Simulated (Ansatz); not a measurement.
Run this with Ansatz's Python interface and show what comes out.

`c3h7b2n.xyz`
```text
13

B    -1.91880   -1.00530    0.15850
N    -0.81000   -0.48170    1.06460
B     0.29910    0.10040    0.19190
C     0.09060    1.46610   -0.60420
C     1.66760   -0.59390    0.15030
C     2.74180   -1.13920    0.11730
H    -1.72200   -1.93340   -0.54700
H    -2.96440   -0.45540    0.11820
H    -1.20050    0.29930    1.63860
H     0.82660    2.21740   -0.25050
H    -0.93470    1.85610   -0.43680
H     0.23950    1.28790   -1.68920
H     3.68510   -1.61810    0.08830
```

Script `energy_c3h7b2n.py`:
```python
from pathlib import Path

import ansatz as az
import numpy as np

molecule = az.Crystal.molecule_from_extxyz("c3h7b2n.xyz")

calculation = molecule.calculation()
calculation = calculation.basis(gaussian="def2-SVP")
calculation = calculation.functional("B3LYP")
calculation = calculation.forces().orbitals()
result = calculation.run(threads=1, backend="cpu", runs_dir="runs")
report = result.report

for key in ("converged", "free_energy_ev", "reference_energy_ev", "n_frozen", "n_occupied", "n_virtual"):
    print(f"{key:22s} {report[key]}")

field = report["mean_field"]
print("<S^2> =", round(abs(field["state"]["spin_squared"]), 4), " all-electron relativity setting:", field["relativity"])
print("passes:", field["passes"])
if "symmetry" in field:
    print("occupied orbitals by irrep:", field["symmetry"]["occupied"])

symbols = [site.symbol for site in molecule.cartesian_sites]
forces = np.array(report["forces_ev_ang"])
print("largest force", round(float(np.linalg.norm(forces, axis=1).max()), 4), "eV/A, rms", round(float(np.sqrt((forces ** 2).mean())), 4))

charges = report["charge_distribution"]
dipole = np.array(charges["dipole_moment_e_ang"]) * 4.803205
print("dipole (D): {:.3f} {:.3f} {:.3f}, length {:.3f}".format(*dipole, np.linalg.norm(dipole)))
print("atom  Mulliken   Lowdin")
for symbol, m, l in zip(symbols, charges["mulliken_charges_e"], charges["lowdin_charges_e"]):
    print(f"{symbol:4s} {m:9.3f} {l:8.3f}")

lines = Path(report["orbitals_path"]).read_text().splitlines()
field_of = lambda key: [line.split("=")[1].strip() for line in lines if line.startswith(key)]
orbitals = [(27.211386 * float(e), s, float(n)) for e, s, n in zip(field_of("Ene="), field_of("Spin="), field_of("Occup="))]
homo = max(e for e, _, n in orbitals if n > 0.5)
lumo = min(e for e, _, n in orbitals if n < 0.5)
print(f"HOMO {homo:.3f} eV, LUMO {lumo:.3f} eV, gap {lumo - homo:.3f} eV")
```

```console
$ python energy_c3h7b2n.py
converged              True
free_energy_ev         -6062.581703067207
reference_energy_ev    -6062.581703067207
n_frozen               0
n_occupied             [21, 21]
n_virtual              [98, 98]
<S^2> = 0.0  all-electron relativity setting: none
passes: {'evaluations': 16, 'products': 13}
occupied orbitals by irrep: [{'A': 21}, {'A': 21}]
largest force 2.9767 eV/A, rms 0.778
dipole (D): 0.575 1.224 -0.054, length 1.353
atom  Mulliken   Lowdin
B        0.076   -0.092
N       -0.117    0.262
B       -0.204   -0.347
C       -0.037    0.041
C        0.235    0.019
C       -0.139    0.010
H       -0.045   -0.030
H       -0.034   -0.040
H        0.135    0.050
H        0.049    0.041
H        0.022    0.020
H        0.055    0.046
H        0.002    0.020
HOMO -7.222 eV, LUMO -1.917 eV, gap 5.305 eV
```

Reading the output:
- Total energies depend on the basis set; only differences at equal settings carry meaning.
- The geometry is a force-field or estimated start, not a minimum of this method, and the basis set is short of its limit.
- The Löwdin charges here are taken after orthogonalising the functions within each atom; they differ from plain Löwdin charges, and their signs can be unphysical.
- b3lyp holds the VWN-RPA fit, as in Gaussian; the form of ORCA and Turbomole is b3lyp5.
- Levels such as HOMO and LUMO are orbital energies: with these approximate functionals they aren't the ionisation energy and electron affinity, and their gap isn't the fundamental gap.
- Timing: 6.3 s on 1 thread of Arm Neoverse V2, on a shared host, peak memory 0.31 GiB.
